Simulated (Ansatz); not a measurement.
Here is an Ansatz input file for Ir3Os, space group Pm-3m. Write the same calculation for the Python package.

```yaml
crystal:
  lattice:
    - [3.848074, 0.0, 0.0]
    - [0.0, 3.848074, 0.0]
    - [0.0, 0.0, 3.848074]
  atoms:
    - { symbol: Os, position: [0.0, 0.0, 0.0] }
    - { symbol: Ir, position: [0.0, 0.5, 0.5] }
    - { symbol: Ir, position: [0.5, 0.5, 0.0] }
    - { symbol: Ir, position: [0.5, 0.0, 0.5] }
kpoints:
  mp_grid: { grid: [8, 8, 8] }
hamiltonian:
  xc: r2scan
scf:
  occupations: { method: cold }
output:
  write_density: true
  write_potential: true
  volumetric_format: npy
  elf: true
```

On the command line:
```console
$ ansatz run input.yaml --threads 1 --pin off --max-ram 3072MiB --backend cpu --events-out ev --progress --plain --runs-dir out
Engine: ansatz 0.2.0, x86_64-unknown-linux-gnu
Pseudopotentials: kind: paw
Pseudopotential: Os, paw, valence charge 16, recommended cutoff 500 eV (meta_gga), Os.paw.azcp
Pseudopotential: Ir, paw, valence charge 17, recommended cutoff 500 eV (meta_gga), Ir.paw.azcp
Functional definition: r2SCAN
  parameter k0 = 0.174
  parameter k1 = 0.065
  parameter a1 = 4.9479
  exchange = r2scan_x(k0 = k0, k1 = k1, a1 = a1)
  correlation = r2scan_c
Crystal: 4 atoms, lattice volume = 56.981 Å³
Basis set: ecut = 500 eV, 1419 PW (Γ), exchange–correlation on 120×120×120 points (64 copies of the dense FFT grid, shifted against one another)
Bands: 41, of which v1, the nominal top of the filled ones, is band 34 counted from 1 (33 counted from 0)
Symmetry: 48 space group operations
Space group: Pm-3m (ITA 221), of the structure as read, at distance tolerance 3.8e-5 Å
k-points: 35 of 512
Non-local potential: Os, projectors of the file, l = 0: 3, l = 1: 2, l = 2: 2, l = 3: 1
Non-local potential: Ir, projectors of the file, l = 0: 3, l = 1: 2, l = 2: 2, l = 3: 1
PAW form: soft (Blöchl's): semilocal exchange-correlation on the pseudo side does not see the compensation charge
PAW frozen core: Os, regenerated for the run's functional (the file was generated under x = pbe(κ = 0.804, μ = 0.2195149727645171), c = pbe(β = 0.06672455060314922))
PAW frozen core: Ir, regenerated for the run's functional (the file was generated under x = pbe(κ = 0.804, μ = 0.2195149727645171), c = pbe(β = 0.06672455060314922))
PAW one-centre angular grid: Os, 590 points (default); XC on 160 Gauss nodes
PAW one-centre angular grid: Ir, 590 points (default); XC on 160 Gauss nodes
Initial density: superposition of atomic densities (neutral atoms: chi_scale 0, normalization atom), corrected by the library's trained network
Initial wavefunctions: pseudopotential atomic-orbital guess
Functional: x = r2scan, c = r2scan; τ floored in thin density (d = 2e-4 eV/Å³)
SCF iter   1: F=—  HF=-47243.592417 eV  |F-HF|=—  |Δ(HF+E_count)|=         —  Δρ=1.07e-2  dr2=2.66e-2  dr2_τ=1.30e-1  ethr=1.77e-3  ⟨swp⟩=5.7  Hψ=4892  notcnv=0  defer=2
preconditioner: auto → Kerker (q_TF=auto, 2.803 Å⁻¹)  [metal: Δε(μ)=0.069 eV  Ē_g=7.556 eV  σ=0.100 eV  W_gap=0.46  n_scr=18 (ndim 8)  ℏωp=29.1 eV  f_vac=0.000  D(μ)=2.72/eV (n_scr^D=26)]
SCF iter   2: F=—  HF=-47243.692068 eV  |F-HF|=—  |Δ(HF+E_count)|=   9.97e-2  S|Δr|=    0.00e0  Δρ=6.39e-3  dr2=9.71e-3  dr2_τ=1.31e-3  ethr=3.98e-5  ⟨swp⟩=2.0  Hψ=2344  notcnv=0  defer=23
SCF iter   3: F=—  HF=-47243.693837 eV  |F-HF|=—  |Δ(HF+E_count)|=   1.77e-3  S|Δr|=    0.00e0  Δρ=9.91e-4  dr2=7.97e-4  dr2_τ=2.48e-4  ethr=1.45e-5  ⟨swp⟩=2.0  Hψ=1984  notcnv=0  defer=23
SCF iter   4: F=—  HF=-47243.693846 eV  |F-HF|=—  |Δ(HF+E_count)|=   9.81e-6  S|Δr|=    0.00e0  Δρ=5.75e-4  dr2=2.96e-4  dr2_τ=8.44e-5  ethr=1.19e-6  ⟨swp⟩=2.0  Hψ=1922  notcnv=0  defer=23
SCF iter   5: F=—  HF=-47243.693828 eV  |F-HF|=—  |Δ(HF+E_count)|=   1.87e-5  S|Δr|=    0.00e0  Δρ=2.31e-4  dr2=3.52e-5  dr2_τ=1.37e-6  ethr=4.41e-7  ⟨swp⟩=1.2  Hψ=1396  notcnv=0  defer=23
SCF iter   6: F=—  HF=-47243.693841 eV  |F-HF|=—  |Δ(HF+E_count)|=   1.29e-5  S|Δr|=    0.00e0  Δρ=9.43e-5  dr2=4.93e-6  dr2_τ=1.16e-7  ethr=5.25e-8  ⟨swp⟩=2.0  Hψ=1908  notcnv=0  defer=23
SCF iter   7: F=—  HF=-47243.693845 eV  |F-HF|=—  |Δ(HF+E_count)|=   4.82e-6  S|Δr|=    0.00e0  Δρ=2.79e-5  dr2=3.29e-7  dr2_τ=1.17e-8  ethr=7.36e-9  ⟨swp⟩=2.0  Hψ=1978  notcnv=0  defer=23
SCF iter   8: F=-47243.693846 eV  HF=-47243.693846 eV  |F-HF|=2.64e-8  |Δ(HF+E_count)|=   5.29e-7  S|Δr|=    0.00e0  Δρ=7.10e-6  dr2=1.77e-8  dr2_τ=1.26e-9  ethr=1.49e-10  ⟨swp⟩=7.2  Hψ=3877  notcnv=0
SCF 1 converged in 8 iterations: F = -47243.693846 eV  dr2 = 1.77e-8
  greatest PAW one-centre occupation: 1.000 electrons in one spin orbital (limit 2), on the Os atom at site 0 (counted from 0), in its partial waves of l = 0
SCF converged after 8 iterations
Stability not checked: this state was not tested for a lower state beside it, because cold or Methfessel-Paxton smearing, or corrected tetrahedra, fill the levels in a way that the test cannot read (fill_not_monotonic; see scf.lower_state_search)
Free energy (F): -47243.693846 eV
Harris-Foulkes:  -47243.693846 eV  (|F-HF|=2.64e-8)
Internal energy: -47243.694566 eV  (E = F + TS)
E sigma→0 (E₀):  -47243.694086 eV
Entropy (-TS):   0.000720 eV (0.180 meV/atom)
Fermi energy:    25.384434 eV
--- Per-component energies (eV) ---
  E_band       = -402.291906
  E_kinetic    = 2432.702271
  E_local      = -4029.621146  (includes V_loc(G=0)·N_el)
  E_nonlocal   = 219.364866
  E_hartree    = 1572.288957
  E_xc         = -1019.140872
  E_vxc        = -1314.627780  (∫ρ·V_xc dr)
  E_paw        = -36787.715404  (= ΣΔE_a)
  E_vpaw       = -935.185299  (= ΣTr[D̂ρ^β])
  E_aug_tail   = -0.000197  (compensation charges beyond the density's cutoff)
  E_vtau       = 80.501847  (kinetic-family band-sum trace: ∫τ·v_τ [+ j·A + Jᵃ·Aᵃ] dr)
  E_ewald      = -9630.237348
  E_core_change = -1.335693  (= ΣΔE_core)
  E_smearing   = 0.000720  (= −TS)
  E_closure    = 0.000000  (closes the sum)
  Σ components = -47243.693846   (vs F -47243.693846, Δ=0.00e0)
--- Band table (eV; the first three rows and the last of 35) ---
  k-point 0: bands = ["-69.5989", "-69.5259", "-69.5259", "-63.1382", "-26.1196", "-26.1196", "-26.1196", "-25.7575", "-25.7575", "-25.7575", "-25.5580", "-25.5580", "-25.5580", "-21.9191", "-21.9191", "-21.9191", "13.9308", "17.2150", "17.2834", "17.2834", "17.8650", "17.8650", "17.8650", "21.5434", "21.5434", "21.5434", "24.2681", "24.2681", "26.1667", "26.7692", "26.7692", "26.8780", "26.8780", "26.8780", "27.1959", "27.1959", "27.1959", "27.6933", "27.6933", "27.6933", "36.5895"]
  k-point 1: bands = ["-69.5964", "-69.5283", "-69.5259", "-63.1382", "-26.1066", "-26.1066", "-26.0985", "-25.7614", "-25.7614", "-25.7588", "-25.5793", "-25.5663", "-25.5663", "-21.9255", "-21.9215", "-21.9215", "14.1759", "17.3513", "17.4363", "17.4755", "17.9714", "18.0323", "18.0323", "21.3528", "21.6782", "21.6782", "24.0481", "24.3338", "25.2370", "25.2370", "25.8922", "26.1728", "26.5109", "26.6026", "26.8789", "26.9007", "26.9007", "27.6923", "29.3123", "29.3123", "35.4979"]
  k-point 2: bands = ["-69.5895", "-69.5352", "-69.5258", "-63.1383", "-26.0714", "-26.0714", "-26.0383", "-25.7751", "-25.7751", "-25.7618", "-25.6401", "-25.5860", "-25.5860", "-21.9407", "-21.9271", "-21.9271", "14.8814", "17.6004", "17.9288", "18.0088", "18.2835", "18.5291", "18.5291", "20.8449", "22.0697", "22.0697", "23.4556", "23.4638", "23.4638", "24.3579", "24.5046", "25.0641", "25.5847", "25.9359", "25.9359", "26.2725", "26.8809", "27.6904", "31.3399", "31.3399", "34.5234"]
  k-point 34: bands = ["-69.5499", "-69.5499", "-69.5499", "-63.1381", "-26.2893", "-26.0779", "-26.0779", "-26.0779", "-25.5780", "-25.5780", "-25.5670", "-25.5670", "-25.5670", "-21.9165", "-21.9165", "-21.9165", "17.0557", "17.0557", "17.0557", "17.0971", "21.1973", "21.1973", "21.1973", "21.3933", "21.3933", "21.3933", "21.6438", "21.6438", "24.6237", "24.7575", "24.7575", "24.7575", "26.2508", "26.2508", "26.2508", "26.8507", "26.8507", "26.8507", "26.8675", "26.8675", "33.2861"]
```

`ir3os_scf.py`
```python
'''Single point of Ir3Os.'''

from dataclasses import dataclass
from pathlib import Path

import ansatz as az
import numpy as np


@dataclass
class Settings:
    smearing: str = 'cold'
    xc: str = 'r2scan'


settings = Settings()

system = (
    az.Lattice.of((3.848074, 0.0, 0.0), (0.0, 3.848074, 0.0), (0.0, 0.0, 3.848074))
    .atom('Os', (0.0, 0.0, 0.0))
    .atom('Ir', (0.0, 0.5, 0.5))
    .atom('Ir', (0.5, 0.5, 0.0))
    .atom('Ir', (0.5, 0.0, 0.5))
)

# settings of the run
setup = system.calculation()
setup = setup.occupations(settings.smearing)
setup = setup.functional(settings.xc)
setup = setup.kpoints(8)
setup = setup.density()
setup = setup.potential()
setup = setup.electron_localization_function()
setup = setup.output_files(volumetric_format='npy')
res = setup.run(threads=1, pin='off')
summary = res.report

energy = summary['free_energy_ev']
print('F of the Ir3Os cell: {:.6f} eV = {:.6f} Ry = {:.6f} Ha'.format(energy, energy / 13.605693, energy / 27.211386))
print('Fermi level {:.4f} eV, {} k-points, {} symmetry operations'.format(summary['fermi_energy_ev'], summary['n_kpoints'], summary['n_symmetry_ops']))

folder = Path(res.write_results('fields'))
print('densities in e/A^3, potentials in eV, ELF without unit')
for name in sorted(p.name for p in folder.glob('*.npy')):
    field = np.load(folder / name)
    print(f'{name:16s} {str(field.shape):16s} min {field.min():10.4f}  mean {field.mean():10.4f}  max {field.max():10.4f}')

rho = res.density()
total = sum(ch.density_e_per_ang3 for ch in rho.channels[:2]) if len(rho.channels) < 3 else rho.channels[0].density_e_per_ang3
print('grid', rho.dims, 'electrons', round(float(total.mean() * rho.cell_volume_ang3), 4))
profile = total.mean(axis=(1, 2))
print('planar average along grid axis 0 (e/A^3):')
print(np.array2string(profile[:: max(len(profile) // 16, 1)], precision=4))
```

```console
$ python ir3os_scf.py
DeckWarning: basis.ecutwfc = 500 eV, auto-derived from the records' recommended cutoffs: set by Os (their level for a meta-GGA)
F of the Ir3Os cell: -47243.693846 eV = -3472.347483 Ry = -1736.173742 Ha
Fermi level 25.3844 eV, 35 k-points, 48 symmetry operations
densities in e/A^3, potentials in eV, ELF without unit
elf.npy          (30, 30, 30)     min     0.1304  mean     0.3473  max     0.7201
rho.npy          (30, 30, 30)     min     0.1672  mean     1.1758  max     8.9449
v_es.npy         (30, 30, 30)     min   -59.3230  mean    12.2980  max    28.0794
v_tot.npy        (30, 30, 30)     min   -88.6923  mean    -3.4304  max    18.8593
grid (30, 30, 30) electrons 67.0
planar average along grid axis 0 (e/A^3):
[1.8764 1.8134 1.6314 1.3587 1.0508 0.7779 0.5921 0.5085 0.5119 0.6031
 0.799  1.0855 1.4086 1.6951 1.8867 1.9531 1.8867 1.6951 1.4086 1.0855
 0.799  0.6031 0.5119 0.5085 0.5921 0.7779 1.0508 1.3587 1.6314 1.8134]
```
(Warnings from the package without file and line.)

Caveats:
- Absolute energies stand on the zero of these potentials, so only differences at equal settings mean something. A total without «per atom» is that of the cell as typed.
- The mesh is modest for a metal, so energies can be off by several to tens of meV an atom and pressures by half a GPa or more; differences at equal mesh fare better.
- Only differences from the Fermi energy are physical; the zero of the scale is a convention.
- Spin-orbit coupling, which matters for elements this heavy, is left out.
- The fields are valence quantities on the plane-wave grid; their values near the nuclei depend on the potentials.
- This cell is a computed structure, which may not be the phase found in nature.
- Hardware and time: 22 s on 1 thread of Intel(R) Xeon(R) Platinum 8259CL CPU @ 2.50GHz (Skylake/Cascade Lake), on a shared host, peak memory 0.54 GiB.

(Lines on the test bed's own set-up are left out of the output.)
